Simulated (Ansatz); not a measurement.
I need a formation energy from the elements of ScCu and its elements. Use Ansatz 0.2.0 through its Python package. Settings (first run): LDA, PAW, cutoff 460 eV, 8×8×8 k-points, Fermi-Dirac smearing of 0.05 eV.

`formation.py`
```python
# -*- coding: utf-8 -*-
from collections import Counter

import ansatz as az
import numpy as np

PHASES = {
    "ScCu": (
        [(3.256, 0.0, 0.0), (0.0, 3.256, 0.0), (0.0, 0.0, 3.256)],
        [
            ("Sc", (0.5, 0.5, 0.5)),
            ("Cu", (0.0, 0.0, 0.0)),
        ],
    ),
    "Sc": (
        [(3.309, 0.0, 0.0), (-1.6545, 2.865678, 0.0), (0.0, 0.0, 5.2733)],
        [
            ("Sc", (1 / 3, 2 / 3, 0.25)),
            ("Sc", (2 / 3, 1 / 3, 0.75)),
        ],
    ),
    "Cu": (
        [(0.0, 1.8075, 1.8075), (1.8075, 0.0, 1.8075), (1.8075, 1.8075, 0.0)],
        [
            ("Cu", (0.0, 0.0, 0.0)),
        ],
    ),
}


def build(vectors, sites):
    crystal = az.Crystal(lattice=az.Lattice.of(vectors))
    for symbol, position in sites:
        crystal = crystal.atom(symbol, position)
    return crystal


def compute(name, crystal):
    calc = (
        crystal.calculation()
        .functional("lda")
        .basis(460)
        .kpoints(spacing=0.27)
        .occupations("fermi_dirac", width=0.05)
        .stress()
    )
    calc = calc.relax(force_tolerance=0.01, cell=True)
    return calc.run(threads=1)


def counts(outcome):
    return Counter(site.symbol for site in outcome.lattice.sites)

def formation_energy(outcome, mu):
    n = counts(outcome)
    return (outcome.report["energy_sigma0_ev"] - sum(k * mu[element] for element, k in n.items())) / sum(n.values())


def volume_per_atom(outcome):
    return abs(np.linalg.det(outcome.lattice.cell_ang)) / len(outcome.lattice.sites)


def main():
    phases = {name: build(*cell) for name, cell in PHASES.items()}

    done = {}
    for name, crystal in phases.items():
        done[name] = compute(name, crystal)
        print(f"{name}: {done[name].report['energy_sigma0_ev']:.4f} eV, {len(done[name].lattice.sites)} atoms")

    references = {"Sc": "Sc", "Cu": "Cu"}
    mu = {element: done[name].report["energy_sigma0_ev"] / len(done[name].lattice.sites) for element, name in references.items()}

    target = done["ScCu"]
    heat = formation_energy(target, mu)
    n = counts(target)
    print("cell content:", dict(n), " volume", round(volume_per_atom(target), 3), "A^3/atom")
    print("formation energy", round(heat, 4), "eV/atom,", round(heat * sum(n.values()), 4), "eV per cell")
    print("bound against the elements" if heat < 0 else "unbound against the elements")


if __name__ == "__main__":
    main()
```

Running `python formation.py` prints:
```text
ScCu: -8645.2937 eV, 2 atoms
Sc: -4178.0260 eV, 2 atoms
Cu: -6555.7190 eV, 1 atoms
cell content: {<Element.SC: 'Sc'>: 1, <Element.CU: 'Cu'>: 1}  volume 15.869 A^3/atom
formation energy -0.2809 eV/atom, -0.5617 eV per cell
bound against the elements
```

What to keep in mind:
- Total energies depend on the potentials; only differences at equal settings carry meaning.
- For the metals among these phases the mesh is modest: differences between phases can be off by up to 40 meV an atom.
- The cells come from databases of deposited and of computed structures, and not all need be stable phases.
- The compound is the structure given, not necessarily its lowest; energies are at zero temperature, with no correction for gases. A semilocal functional's error on such energies is often 0.05 to 0.1 eV an atom, and 0.1 to 0.3 eV against gases such as O2 or F2.
- Hardware and time: 21 s on 1 thread of Arm Neoverse V1, on a shared host, peak memory 0.41 GiB.
